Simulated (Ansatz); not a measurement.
# CH₅FNSn radical: a ladder of functionals and wavefunction methods

An exercise on one series of results from a longer session: the logs are not shown, and one member is left open.

Program: Ansatz 0.2.0, Gaussian basis. Level of theory: functionals in def2-TZVPP, the program's frozen cores in correlated methods. These are calculated values, not measurements.

Levels to be run: LDA (SPW92), PBE-D4, revPBE-D4, BLYP-D4, r2SCAN-D4, B97M-V, PBE0-D4, B3LYP-D4, r2SCANh-D4, r2SCAN0-D4, HSE06-D4, BHLYP-D4, CAM-B3LYP-D4, LC-ωPBE, ωB97X-V, ωB97M-V, B2PLYP, PBE-QIDH; CCSD(T)/def2-SVP; CCSD(T)/def2-TZVPP; MP2/def2-QZVPP; extrapolation to the limit; RPA on PBE.

1 further run of the same task is left out (for a known fault of the program). Runs told in other sessions of the task aren't counted.

## The geometry

An earlier PBE0-D4 in a triple-zeta def2 set relaxation fixed the geometry. Sn takes the def2 core potential; no spin-orbit term is included.

SMILES `C[NH][SnH][F]`, 9 atoms, charge 0, spin multiplicity 2.

Atoms are counted from 1 here; the program's logs count them from 0.

Bond lengths: C1–N2 1.446 Å, C1–H5 1.096 Å, C1–H6 1.097 Å, C1–H7 1.093 Å, N2–Sn3 2.041 Å, N2–H8 1.013 Å, Sn3–F4 1.940 Å, Sn3–H9 1.750 Å. Angles: N2–C1–H5 109.9°, N2–C1–H6 114.2°, N2–C1–H7 110.1°, H5–C1–H6 107.5°, H5–C1–H7 107.0°, H6–C1–H7 107.7°, C1–N2–Sn3 123.5°, C1–N2–H8 112.1°, Sn3–N2–H8 113.0°, N2–Sn3–F4 97.6°, N2–Sn3–H9 105.3°, F4–Sn3–H9 104.0°.

The first run:

in.yaml reads:

```yaml
crystal:
  periodic: [false, false, false]
  atoms:
    - {symbol: C, position_ang: [-0.717689, 0.777802, -0.838796]}
    - {symbol: N, position_ang: [0.109298, -0.316319, -0.382095]}
    - {symbol: Sn, position_ang: [0.421217, -0.747862, 1.587993]}
    - {symbol: F, position_ang: [1.497864, -2.341506, 1.333988]}
    - {symbol: H, position_ang: [-0.416908, 1.076639, -1.849183]}
    - {symbol: H, position_ang: [-1.790456, 0.549063, -0.867645]}
    - {symbol: H, position_ang: [-0.579989, 1.648837, -0.193044]}
    - {symbol: H, position_ang: [-0.001979, -1.143860, -0.956006]}
    - {symbol: H, position_ang: [1.567041, 0.450908, 2.147788]}
basis:
  gaussian: {orbitals: def2-TZVPP}
magnetization: {spin_polarized: true, initial_magnetization: 1}
hamiltonian: {xc: lda}
output: {orbitals: {seedname: orbitals}}
```

On the command line:

```sh
ansatz run in.yaml --threads 4 --pin off --events-out ev --progress --plain --max-ram 10444MiB
```

Among the steps run: LDA; PBE-D4 (GGA); revPBE-D4 (GGA); BLYP-D4 (GGA); r2SCAN-D4 (meta-GGA); B97M-V (meta-GGA); B3LYP-D4 (hybrid); r2SCANh-D4 (hybrid); r2SCAN0-D4 (hybrid); HSE06-D4 (hybrid); BHLYP-D4 (hybrid); CAM-B3LYP-D4 (range-separated); LC-ωPBE (range-separated); ωB97X-V (range-separated); ωB97M-V (range-separated); B2PLYP (double hybrid); PBE-QIDH (double hybrid).

One table of the session follows, with a row left open; its other results are not shown here.

It belongs to the step «Orbital energies across the functionals». 

```
  functional  HOMO (eV)  LUMO (eV)  gap (eV)
 LDA (SPW92)      -5.10      -4.42      0.67
      PBE-D4      -5.03      -4.14      0.89
   revPBE-D4      -5.00      -4.05      0.95
     BLYP-D4      -4.91      -4.12      0.79
   r2SCAN-D4      -5.41      -3.95      1.46
      B97M-V      -5.29      -4.21      1.07
     PBE0-D4      -6.24      -3.40      2.84
    B3LYP-D4      -6.02      -3.72      2.30
  r2SCANh-D4      -5.86      -3.66      2.20
  r2SCAN0-D4      -6.54      -3.22      3.32
    HSE06-D4          ?          ?         ?
    BHLYP-D4      -7.33      -2.66      4.66
CAM-B3LYP-D4      -7.52      -2.54      4.98
     LC-ωPBE      -8.82      -1.31      7.50
     ωB97X-V      -8.40      -1.62      6.78
     ωB97M-V      -8.31      -1.71      6.60
```

Q: Estimate the row for HSE06-D4 from the others.

The run gave: HOMO (eV): -5.85; LUMO (eV): -3.76; gap (eV): 2.09. In the column «HOMO (eV)» it lies between r2SCANh-D4 (-5.86) and r2SCAN-D4 (-5.41).
